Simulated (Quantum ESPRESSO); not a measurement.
Here is a Quantum ESPRESSO 7.5 calculation.

Contents of pw.in:

```
&CONTROL
  calculation = 'scf'
  prefix = 'pwscf'
  outdir = './tmp'
  pseudo_dir = './pseudo'
  tprnfor = .true.
  tstress = .true.
  disk_io = 'low'
/
&SYSTEM
  ibrav = 0
  celldm(1) = 8
  nat = 6
  ntyp = 2
  ecutwfc = 70
  nbnd = 36
  occupations = 'smearing'
  smearing = 'fd'
  degauss = 0.00367493
/
&ELECTRONS
  conv_thr = 1.2d-09
  electron_maxstep = 120
  mixing_beta = 0.5
/
ATOMIC_SPECIES
S     32.0600 S.upf
W    183.8400 W.upf
CELL_PARAMETERS alat
  0.7511661345387   0.0000000000000   0.0000000000000
 -0.3755830672694   0.6505289549650   0.0000000000000
  0.0000000000000   0.0000000000000   2.9526970697278
ATOMIC_POSITIONS crystal
S      0.3333333333    0.6666666667    0.6250000000
S      0.6666666667    0.3333333333    0.1250000000
S      0.3333333333    0.6666666667    0.8750000000
S      0.6666666667    0.3333333333    0.3750000000
W      0.3333333333    0.6666666667    0.2500000000
W      0.6666666667    0.3333333333    0.7500000000
K_POINTS automatic
12 12 3 0 0 0
```

The input scf2.in:

```
&CONTROL
  calculation = 'scf'
  prefix = 'pwscf'
  outdir = './tmp'
  pseudo_dir = './pseudo'
  tprnfor = .true.
  tstress = .true.
  disk_io = 'low'
/
&SYSTEM
  ibrav = 0
  celldm(1) = 8
  nat = 6
  ntyp = 2
  ecutwfc = 70
  nbnd = 36
  occupations = 'fixed'
/
&ELECTRONS
  conv_thr = 1d-13
  electron_maxstep = 120
  mixing_beta = 0.5
  startingpot = 'file'
  startingwfc = 'file'
/
ATOMIC_SPECIES
S     32.0600 S.upf
W    183.8400 W.upf
CELL_PARAMETERS alat
  0.7511661345387   0.0000000000000   0.0000000000000
 -0.3755830672694   0.6505289549650   0.0000000000000
  0.0000000000000   0.0000000000000   2.9526970697278
ATOMIC_POSITIONS crystal
S      0.3333333333    0.6666666667    0.6250000000
S      0.6666666667    0.3333333333    0.1250000000
S      0.3333333333    0.6666666667    0.8750000000
S      0.6666666667    0.3333333333    0.3750000000
W      0.3333333333    0.6666666667    0.2500000000
W      0.6666666667    0.3333333333    0.7500000000
K_POINTS automatic
12 12 3 0 0 0
```

Contents of ph.in:

```
dielectric of WS2
&INPUTPH
  prefix = 'pwscf'
  outdir = './tmp'
  tr2_ph = 1d-18
  fildyn = 'dyn'
  niter_ph = 90
  alpha_mix(1) = 0.7
  epsil = .true.
  trans = .false.
  zeu = .true.
/
0.0000000000 0.0000000000 0.0000000000
```

Potentials or basis: PseudoDojo 0.4.1 SR LDA standard.

Command:

```bash
$ OMP_NUM_THREADS=1 mpirun -n 4 pw.x -nk 4 -in pw.in > pw.out
$ OMP_NUM_THREADS=1 mpirun -n 4 pw.x -nk 4 -in scf2.in > scf2.out
$ OMP_NUM_THREADS=1 mpirun -n 4 ph.x -nk 4 -in ph.in > ph.out
```

Q: Predict the electronic dielectric tensor (diagonal).

A: 13.96, 13.96, 5.92.

Q: Estimate the Born charges (mean of the diagonal).

A: S +0.29; W -0.57 e.

Q: Predict the pressure.

A: -5.9 GPa.

Stress tensor (GPa, compression positive):
```
-6.57  0.00  0.00
 0.00 -6.57  0.00
 0.00  0.00 -4.70
```

Caveat: the cell is more than 3 GPa from zero pressure, which shifts response properties; on a mesh that holds Γ this program's dielectric tensor can be off by some percent beyond the error of the mesh.
